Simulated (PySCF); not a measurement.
**[BiF2]+: other spin states, a change of charge and excitations**

Aim: at the relaxed geometry of [BiF2]+, try other spin states, a change of charge and excitations. The structure is generated, not taken from experiment.

Program: PySCF 2.14.0. Level of theory: PBE0, Bi def2-SVP with ECP60, F def2-SVP; scalar-relativistic core potentials, no spin–orbit coupling. These are calculated values, not measurements.

2 further runs of the same task are left out: 2 for a known fault of the program.

### Step 1. Where the work starts

3 atoms, charge 1, spin multiplicity 1.

Bond lengths: Bi1–F2 1.975 Å, Bi1–F3 1.975 Å. Angles: F2–Bi1–F3 95.4°.

Coordinates:

```xyz
3
BiF2
Bi    0.0000    0.0000   -0.4756
F     1.4602    0.0000    0.8539
F    -1.4602    0.0000    0.8539
```

Formal oxidation states: Bi +3. An earlier session relaxed this geometry at PBE0, Bi def2-SVP with ECP60, F def2-SVP (singlet, point group C2v).

Its energy there is -413.678060 Eh.

### Step 2. Multiplicity 3 at the relaxed geometry

run.py (the lines that set the calculation)

```python
mol = gto.M(atom='''
Bi     0.00000     0.00000    -0.47557
F      1.46017     0.00000     0.85394
F     -1.46017     0.00000     0.85394''',
    basis={'Bi': 'def2-SVP', 'F': 'def2-SVP'},
    ecp={'Bi': 'def2-SVP'},
    charge=1, spin=2)
mf = dft.UKS(mol, xc='PBE0')
mf.grids.atom_grid = (50, 194)
mf = mf.density_fit()  # fitting sets: Bi def2-universal-JKFIT, F def2-universal-JKFIT
mf.conv_tol = 1e-08; mf.max_cycle = 55
mf.kernel(dm0)  # dm0: free metal ions and neutral atoms
```

The run is started by

```sh
OMP_NUM_THREADS=2 python run.py
```

The log of the run:

```text
init E= -424.208397614919
  HOMO = -0.231591312329  LUMO = -0.218289738985  gap/eV = 0.36195
cycle= 1 E= -405.984771261285  delta_E= 18.2  |g|= 3.83  |ddm|= 3.79
cycle= 2 E= -403.288468659002  delta_E=  2.7  |g|= 4.65  |ddm|= 6.01
cycle= 3 E= -412.984382604861  delta_E= -9.7  |g|= 1.07  |ddm|= 4.27
cycle= 4 E= -413.509435194237  delta_E= -0.525  |g|= 0.137  |ddm|= 1.05
cycle= 5 E= -413.522642468817  delta_E= -0.0132  |g|= 0.096  |ddm|= 0.45
cycle= 6 E= -413.527609865541  delta_E= -0.00497  |g|= 0.0425  |ddm|= 0.118
cycle= 7 E= -413.529580995175  delta_E= -0.00197  |g|= 0.00833  |ddm|= 0.107
cycle= 8 E= -413.529860388832  delta_E= -0.000279  |g|= 0.00508  |ddm|= 0.0408
cycle= 9 E= -413.530002197085  delta_E= -0.000142  |g|= 0.00347  |ddm|= 0.0389
cycle= 10 E= -413.530033321359  delta_E= -3.11e-05  |g|= 0.00107  |ddm|= 0.0218
cycle= 11 E= -413.530035067672  delta_E= -1.75e-06  |g|= 0.000273  |ddm|= 0.00512
cycle= 12 E= -413.530035112753  delta_E= -4.51e-08  |g|= 4.99e-05  |ddm|= 0.000399
cycle= 13 E= -413.530035114492  delta_E= -1.74e-09  |g|= 6.34e-06  |ddm|= 0.000109
Extra cycle  E= -413.530035114536  delta_E= -4.43e-11  |g|= 3.62e-06  |ddm|= 1.44e-05
converged SCF energy = -413.530035114536  <S^2> = 2.016778  2S+1 = 3.0111646
```

Run time: 1.3 s. Hardware: 2 threads of Arm Neoverse V1, shared host.

Read off: E = -413.530035 Eh (+4.028 eV from the relaxed state), HOMO -12.88 eV, LUMO -14.93 eV (over both spins), ⟨S²⟩ = 2.017, Mulliken charge on Bi1 +1.39 e. An empty level of one spin lies below a filled level of the other.

### Step 3. One electron removed, multiplicity 2

Changes to run.py (the lines that set the calculation) since step 2:

```diff
@@ -6,3 +6,3 @@
     ecp={'Bi': 'def2-SVP'},
-    charge=1, spin=2)
+    charge=2, spin=1)
 mf = dft.UKS(mol, xc='PBE0')
@@ -11,2 +11,2 @@
 mf.conv_tol = 1e-08; mf.max_cycle = 55
-mf.kernel(dm0)  # dm0: free metal ions and neutral atoms
+mf.kernel(dm0)  # dm0: the density of the relaxed state
```

The run is started by

```sh
OMP_NUM_THREADS=2 python run.py
```

The log of the run:

```text
init E= -413.687065908235
  HOMO = -0.618371963636  LUMO = -0.610280515723  gap/eV = 0.22018
cycle= 1 E= -412.909192686507  delta_E= 0.778  |g|= 0.361  |ddm|= 0.824
  HOMO = -1.02016582215  LUMO = -0.913142668637  gap/eV = 2.91225
cycle= 2 E= -412.830948876162  delta_E= 0.0782  |g|= 0.584  |ddm|= 0.682
  HOMO = -0.922906736538  LUMO = -0.827749604417  gap/eV = 2.58936
cycle= 3 E= -412.961360816374  delta_E= -0.13  |g|= 0.0481  |ddm|= 0.525
  HOMO = -0.917064469153  LUMO = -0.816313210193  gap/eV = 2.74158
cycle= 4 E= -412.962579936945  delta_E= -0.00122  |g|= 0.0112  |ddm|= 0.0693
  HOMO = -0.914019666416  LUMO = -0.811696436595  gap/eV = 2.78436
cycle= 5 E= -412.962740834408  delta_E= -0.000161  |g|= 0.00314  |ddm|= 0.0321
  HOMO = -0.913376020761  LUMO = -0.810898340256  gap/eV = 2.78856
cycle= 6 E= -412.962758012006  delta_E= -1.72e-05  |g|= 0.00158  |ddm|= 0.0109
  HOMO = -0.913279723804  LUMO = -0.810874234199  gap/eV = 2.78660
cycle= 7 E= -412.962758018753  delta_E= -6.75e-09  |g|= 0.0022  |ddm|= 0.00315
  HOMO = -0.913159198262  LUMO = -0.810857135616  gap/eV = 2.78378
cycle= 8 E= -412.962760905531  delta_E= -2.89e-06  |g|= 0.000437  |ddm|= 0.00264
  HOMO = -0.912958637608  LUMO = -0.810852732464  gap/eV = 2.77844
cycle= 9 E= -412.96276196457  delta_E= -1.06e-06  |g|= 0.000205  |ddm|= 0.00311
  HOMO = -0.91280625463  LUMO = -0.810852710348  gap/eV = 2.77430
cycle= 10 E= -412.962762277827  delta_E= -3.13e-07  |g|= 4.07e-05  |ddm|= 0.00238
  HOMO = -0.912779331968  LUMO = -0.81085171665  gap/eV = 2.77359
cycle= 11 E= -412.962762288053  delta_E= -1.02e-08  |g|= 1.53e-05  |ddm|= 0.000437
  HOMO = -0.912778201458  LUMO = -0.810852523586  gap/eV = 2.77354
cycle= 12 E= -412.962762288263  delta_E= -2.1e-10  |g|= 2.07e-06  |ddm|= 5.52e-05
  HOMO = -0.912777802961  LUMO = -0.810852128006  gap/eV = 2.77354
Extra cycle  E= -412.962762288262  delta_E= 9.09e-13  |g|= 3.11e-06  |ddm|= 5.54e-06
converged SCF energy = -412.962762288262  <S^2> = 0.77583791  2S+1 = 2.0256731
```

It took 0.8 s on 2 threads of Arm Neoverse V1, shared host.

Result: E = -412.962762 Eh (+19.464 eV from the relaxed state), HOMO -24.84 eV, LUMO -22.06 eV (over both spins), ⟨S²⟩ = 0.776, Mulliken charge on Bi1 +2.14 e. 

### Step 4. One electron added, multiplicity 2

Changes to run.py (the lines that set the calculation) since step 3:

```diff
@@ -6,3 +6,3 @@
     ecp={'Bi': 'def2-SVP'},
-    charge=2, spin=1)
+    charge=0, spin=1)
 mf = dft.UKS(mol, xc='PBE0')
```

The run is started by

```sh
OMP_NUM_THREADS=2 python run.py
```

The log of the run:

```text
init E= -413.686208617802
  HOMO = -0.399814151679  LUMO = -0.392582163308  gap/eV = 0.19679
cycle= 1 E= -413.967947914833  delta_E= -0.282  |g|= 0.151  |ddm|= 0.951
  HOMO = -0.184433382933  LUMO = -0.0766844924049  gap/eV = 2.93200
cycle= 2 E= -413.980626588493  delta_E= -0.0127  |g|= 0.0913  |ddm|= 0.617
  HOMO = -0.211210277311  LUMO = -0.101468910101  gap/eV = 2.98621
cycle= 3 E= -413.984091909731  delta_E= -0.00347  |g|= 0.0343  |ddm|= 0.172
  HOMO = -0.213285472213  LUMO = -0.102576469513  gap/eV = 3.01255
cycle= 4 E= -413.984390087477  delta_E= -0.000298  |g|= 0.0165  |ddm|= 0.032
  HOMO = -0.215045293989  LUMO = -0.10361910685  gap/eV = 3.03206
cycle= 5 E= -413.984498109507  delta_E= -0.000108  |g|= 0.00157  |ddm|= 0.0146
  HOMO = -0.215128296396  LUMO = -0.103430360483  gap/eV = 3.03946
cycle= 6 E= -413.984501082204  delta_E= -2.97e-06  |g|= 0.000554  |ddm|= 0.00353
  HOMO = -0.215117090077  LUMO = -0.103391874115  gap/eV = 3.04020
cycle= 7 E= -413.984501450043  delta_E= -3.68e-07  |g|= 0.000147  |ddm|= 0.00128
  HOMO = -0.215109420394  LUMO = -0.103387944103  gap/eV = 3.04010
cycle= 8 E= -413.984501482586  delta_E= -3.25e-08  |g|= 2.51e-05  |ddm|= 0.000438
  HOMO = -0.215110252044  LUMO = -0.103392179351  gap/eV = 3.04000
cycle= 9 E= -413.984501483404  delta_E= -8.18e-10  |g|= 7.47e-06  |ddm|= 6.25e-05
  HOMO = -0.21510987355  LUMO = -0.103392193452  gap/eV = 3.03999
Extra cycle  E= -413.984501483449  delta_E= -4.45e-11  |g|= 8.11e-06  |ddm|= 1.87e-05
converged SCF energy = -413.984501483449  <S^2> = 0.75215827  2S+1 = 2.0021571
```

Run time: 0.6 s. Hardware: 2 threads of Arm Neoverse V1, shared host.

Read off: E = -413.984501 Eh (-8.339 eV from the relaxed state), HOMO -5.85 eV, LUMO -2.81 eV (over both spins), ⟨S²⟩ = 0.752, Mulliken charge on Bi1 +0.93 e. 

### Step 5. Singlet excitations, Tamm-Dancoff CAM-B3LYP

Changes to run.py (the lines that set the calculation) since step 4:

```diff
@@ -6,4 +6,4 @@
     ecp={'Bi': 'def2-SVP'},
-    charge=0, spin=1)
-mf = dft.UKS(mol, xc='PBE0')
+    charge=1, spin=0)
+mf = dft.RKS(mol, xc='CAMB3LYP')
 mf.grids.atom_grid = (50, 194)
```

The run is started by

```sh
OMP_NUM_THREADS=2 python run.py
```

The log of the run:

```text
init E= -413.790106336515
  HOMO = -0.671025498048526  LUMO = -0.358498546430216  gap/eV = 8.50429
cycle= 1 E= -413.790426809021  delta_E= -0.00032  |g|= 0.0324  |ddm|= 0.0849
  HOMO = -0.664993728851948  LUMO = -0.36048000459251  gap/eV = 8.28624
cycle= 2 E= -413.790116036824  delta_E= 0.000311  |g|= 0.0535  |ddm|= 0.0551
  HOMO = -0.670056844324356  LUMO = -0.360091137231731  gap/eV = 8.43460
cycle= 3 E= -413.790611171528  delta_E= -0.000495  |g|= 0.00123  |ddm|= 0.0343
  HOMO = -0.669939693143385  LUMO = -0.359994711712702  gap/eV = 8.43403
cycle= 4 E= -413.790611547213  delta_E= -3.76e-07  |g|= 0.000287  |ddm|= 0.00189
  HOMO = -0.669990514834493  LUMO = -0.360047850077827  gap/eV = 8.43397
cycle= 5 E= -413.790611574728  delta_E= -2.75e-08  |g|= 2.97e-05  |ddm|= 0.000449
  HOMO = -0.669992911943838  LUMO = -0.360045725351313  gap/eV = 8.43409
cycle= 6 E= -413.790611575623  delta_E= -8.94e-10  |g|= 7.22e-06  |ddm|= 8.26e-05
  HOMO = -0.669992982364639  LUMO = -0.360046264483611  gap/eV = 8.43408
Extra cycle  E= -413.790611575678  delta_E= -5.57e-11  |g|= 5.22e-06  |ddm|= 1.93e-05
converged SCF energy = -413.790611575678
```

Run time: 4.9 s. Hardware: 2 threads of Arm Neoverse V1, shared host.

Read off: E = -413.790612 Eh, HOMO -18.23 eV, LUMO -9.80 eV, Mulliken charge on Bi1 +1.68 e. 

Singlet excitations:

| state | energy (eV) | oscillator strength |
| --- | --- | --- |
| 1 | 4.65 | 0.0218 |
| 2 | 4.81 | 0.0000 |
| 3 | 5.63 | 0.0064 |
| 4 | 5.86 | 0.0160 |
| 5 | 6.26 | 0.0000 |
| 6 | 6.33 | 0.0037 |
| 7 | 7.53 | 0.0075 |
| 8 | 7.54 | 0.0097 |

### Step 6. The states side by side

| state | energy from the relaxed state (eV) | ⟨S²⟩ | time |
| --- | --- | --- | --- |
| charge +1, singlet, vacuum (relaxed) | 0 | 0.00 |  |
| charge 0, doublet, vacuum | -8.34 | 0.75 | 0.6 s |
| charge +1, triplet, vacuum | 4.03 | 2.02 | 1.3 s |
| charge +2, doublet, vacuum | 19.46 | 0.78 | 0.8 s |

An electron taken off or put on is at rest in vacuum. 

In the excitation run (CAM-B3LYP), the lowest singlet lies at 4.65 eV (gaps between orbitals at other levels can't be set against it), and the brightest of the eight at 4.65 eV (f = 0.022); spin–orbit coupling would mix in triplets. Removing an electron vertically costs 19.46 eV (doublet), against −HOMO = 16.89 eV. Adding an electron vertically releases 8.34 eV (doublet). The triplet lies 4.03 eV above at this geometry. The bases are small and lack diffuse functions. Spin–orbit coupling is left out.
